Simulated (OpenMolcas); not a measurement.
**Rh⁵⁺ among point charges: CASSCF and CASPT2 levels and susceptibility**

How does a field of 3 point charges split the states of Rh⁵⁺, and what χT follows?

Program: OpenMolcas 26.06. Level of theory: state-averaged CASSCF and CASPT2, spin-orbit coupling by RASSI with atomic mean-field integrals. These are calculated values, not measurements, unless marked.

## (1) Starting point

```
Species                           : Rh⁵⁺ (rhodium, Z = 45, 40 electrons)
Basis                             : ANO-RCC-VTZP [7s6p4d2f1g], 68 functions
Scalar Hamiltonian                : DKH2, point nucleus
Inactive shells                   : 1s 2s 2p 3s 3p 3d 4s 4p
Active space                      : 4 electrons in 5 orbitals (4d)
Some configurations of this space : 4d4
Orbitals                          : optimised for each spin and parity, averaged over all roots
```

Outer shells as boxes (Hund's rule):

4d4
```
4d [↑ ][↑ ][↑ ][↑ ][  ]
```

The ion sits among 3 point charges of -1 e arranged as a planar triangle (D3h), 2.2 Å from the ion.

The work runs as a chain of OpenMolcas steps in one folder; each step below is one input file. Labels, J, g values, rates, χT and fits are worked out afterwards by a script from the matrices that RASSI stores.

## (2) One- and two-electron integrals

a.inp reads:

```
&GATEWAY
Coord
1

Rh 0.0 0.0 0.0
Basis=ANO-RCC-VTZP
Group=NoSym
NoMove
AngMom=0.0 0.0 0.0
AMFI
XField
3 Angstrom 0
2.200000 0.000000 0.000000 -1.000000
-1.100000 1.905256 0.000000 -1.000000
-1.100000 -1.905256 0.000000 -1.000000
&SEWARD
```

On the command line:

```bash
$ OMP_NUM_THREADS=1 MOLCAS_MEM=1689 MOLCAS_PROJECT=a pymolcas a.inp > a.log
```

## (3) CASSCF: quintets, 5 roots

a.inp reads:

```
&RASSCF
FileOrb=start.orb
Symmetry=1
Spin=5
nActEl=4 0 0
Inactive=18
Ras2=5
CIRoot=5 5 1
SDav=5
CIMx=300
Iter=120 100
PrWF=0.3
OrbListing=Nothing
MaxOrb=0
>>> COPY $Project.JobIph JOB001
```

start.orb holds the contracted functions of the basis, ordered by shell, or the orbitals of the step before.

## (4) Reference wave functions, triplets, 45 roots

a.inp reads:

```
&RASSCF
FileOrb=start.orb
Symmetry=1
Spin=3
nActEl=4 0 0
Inactive=18
Ras2=5
CIRoot=45 45 1
SDav=45
CIMx=300
Iter=120 100
PrWF=0.3
OrbListing=Nothing
MaxOrb=0
>>> COPY $Project.JobIph JOB002
```

## (5) CASSCF: singlets, 50 roots

a.inp reads:

```
&RASSCF
FileOrb=start.orb
Symmetry=1
Spin=1
nActEl=4 0 0
Inactive=18
Ras2=5
CIRoot=50 50 1
SDav=50
CIMx=300
Iter=120 100
PrWF=0.3
OrbListing=Nothing
MaxOrb=0
>>> COPY $Project.JobIph JOB003
```

## (6) RASSI: spin-orbit coupling between the states

a.inp reads:

```
&RASSI
NrOfJobIphs=3 5 45 50
1 2 3 4 5
1 2 3 4 5 6 7 8 9 10 11 12 13 14 15 16 17 18 19 20 21 22 23 24 25 26 27
28 29 30 31 32 33 34 35 36 37 38 39 40 41 42 43 44 45
1 2 3 4 5 6 7 8 9 10 11 12 13 14 15 16 17 18 19 20 21 22 23 24 25 26 27
28 29 30 31 32 33 34 35 36 37 38 39 40 41 42 43 44 45 46 47 48 49 50
IphNames
JOB001
JOB002
JOB003
EJob
SpinOrbit
DIPRint=1.0
SOCoupling=1000.0
Subsets=2
Property=9
'ANGMOM' 1 'ANGMOM' 2 'ANGMOM' 3 'MLTPL  1' 1 'MLTPL  1' 2 'MLTPL  1' 3
'AMFI' 1 'AMFI' 2 'AMFI' 3
SOProperty=3
'ANGMOM' 1 'ANGMOM' 2 'ANGMOM' 3
```

## (7) CASPT2: IPEA 0.25, imaginary shift 0.1 (closed shells correlated: 4s 4p)

a.inp reads:

```
>>> COPY JOB001 $Project.JobIph
&CASPT2
Multistate=5 1 2 3 4 5
NoMult
Frozen=14
IPEA=0.25
Imaginary=0.1
MaxIter=60
WThr=0.0 0.3 0.05
PrWF=0.5
NoMix
>>> COPY JOB002 $Project.JobIph
&CASPT2
Multistate=45 1 2 3 4 5 6 7 8 9 10 11 12 13 14 15 16 17 18 19 20 21 22
23 24 25 26 27 28 29 30 31 32 33 34 35 36 37 38 39 40 41 42 43 44 45
NoMult
Frozen=14
IPEA=0.25
Imaginary=0.1
MaxIter=60
WThr=0.0 0.3 0.05
PrWF=0.5
NoMix
>>> COPY JOB003 $Project.JobIph
&CASPT2
Multistate=50 1 2 3 4 5 6 7 8 9 10 11 12 13 14 15 16 17 18 19 20 21 22
23 24 25 26 27 28 29 30 31 32 33 34 35 36 37 38 39 40 41 42 43 44 45 46
47 48 49 50
NoMult
Frozen=14
IPEA=0.25
Imaginary=0.1
MaxIter=60
WThr=0.0 0.3 0.05
PrWF=0.5
NoMix
```

(Steps that only read results are left out.)

Before running it: what results should come out? Wanted: spin-free ground state; first state of the same spin within the active space; lowest level; next level.

As calculated:

```
                                            quantity                                                                        value
                                              method  SS-CASPT2, IPEA 0.25, imaginary shift 0.1 (closed shells correlated: 4s 4p)
                              spin-free ground state                                               5E, 2-fold in its orbital part
first state of the same spin within the active space                                                              5E at 3590 cm⁻¹
                                        lowest level                                                                    1-fold A1
                                          next level                                                                   101.7 cm⁻¹
                                         χT at 300 K                                                               0.81 cm³ K/mol
                           effective moment at 300 K                                                                      2.55 μB
```

Cost by method:

```csv
method,time of its own steps,time with the reference
A. CASSCF,28 s,28 s
"B. SS-CASPT2, IPEA 0.25, imaginary shift 0.1, +4s 4p",28 s,56 s
```

Times are of one thread on a shared host.

**Reading.** The spin-free ground state (5E) comes to 100 % from free-ion D terms and keeps the highest spin of the shell. χT at 300 K is 0.81, against 3.01 cm³ K/mol for the spin alone, so spin-orbit coupling lowers it. An active space of the d shell alone favours high spin; real ions in strong fields can be low spin. CASPT2 does not keep the components of a term degenerate, and the means are used. The field of point charges can differ much from that of real complexes. With metal d orbitals alone active, the gaps between spin states are rough; where two lie within a few thousand cm-1, their order is open. This is an electrostatic model: the charges have no orbitals.
